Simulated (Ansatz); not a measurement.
# CeO2: the cost of one run

Method: DFT r²SCAN, scalar-relativistic, plane waves, PAW, in Ansatz 0.2.0.

2 further runs of the same task are left out: 1 that didn't finish, 1 set aside as unsound or not needed.

## Step 1: Starting point

It takes space group Fm-3m (No. 225, cubic). Conventional cell: a = 5.437 Å, b = 5.437 Å, c = 5.437 Å, α = 90.00°, β = 90.00°, γ = 90.00°. Ce (site symmetry m-3m) is surrounded by 8 O at 2.35 Å. O (site symmetry -43m) is surrounded by 4 Ce at 2.35 Å.

As a file:

```cif
data_structure
_symmetry_space_group_name_H-M 'P 1'
_symmetry_Int_Tables_number 1
_cell_length_a 3.8448
_cell_length_b 3.8448
_cell_length_c 3.8448
_cell_angle_alpha 60.000
_cell_angle_beta 60.000
_cell_angle_gamma 60.000
_cell_volume 40.19
loop_
_atom_site_label
_atom_site_type_symbol
_atom_site_fract_x
_atom_site_fract_y
_atom_site_fract_z
_atom_site_occupancy
Ce1 Ce 0.00000 0.00000 0.00000 1
O1 O 0.25000 0.25000 0.25000 1
O2 O 0.75000 0.75000 0.75000 1
```

An earlier run at r²SCAN left this cell at 13.396 Å³/atom and 0.00 GPa (8×8×8 mesh).

The changes: atom 3 (O) moved 0.05 Å along z; strain e6 = +0.03, atoms carried along; all atoms moved at random (σ = 0.03 Å), cell strained at random (1 %).

## Step 2: Atom 3 (O) moved 0.05 Å along z

Contents of input.yaml:

```yaml
crystal:
  lattice:
    - [0.0, 2.7186832862, 2.7186832862]
    - [2.7186832862, 0.0, 2.7186832862]
    - [2.7186832862, 2.7186832862, 0.0]
  atoms:
    - { symbol: Ce, position: [0.0, 0.0, 0.0] }
    - { symbol: O, position: [0.25, 0.25, 0.25] }
    - { symbol: O, position: [0.7591956279, 0.7591956279, 0.7408043721] }
basis:
  ecutwfc: 500
  ecutrho_ratio: 4
kpoints:
  mp_grid: { grid: [8, 8, 8] }
hamiltonian:
  xc: r2scan
scf:
  occupations: { method: gaussian, width: 0.05 }
output:
  forces: true
  stress: true
  eigenvalues: true
  write_density: true
  write_potential: true
  elf: true
  volumetric_format: npy
```

Command:

```
> ansatz run input.yaml --threads 2 --pin off --max-ram 3072MiB --backend cpu --events-out ev --progress --plain --runs-dir out
```

**Question.** How long does this run take on 2 threads of Arm Neoverse N1, shared host, and how much memory does it need?

About 39 s, with a peak of 0.46 GiB.
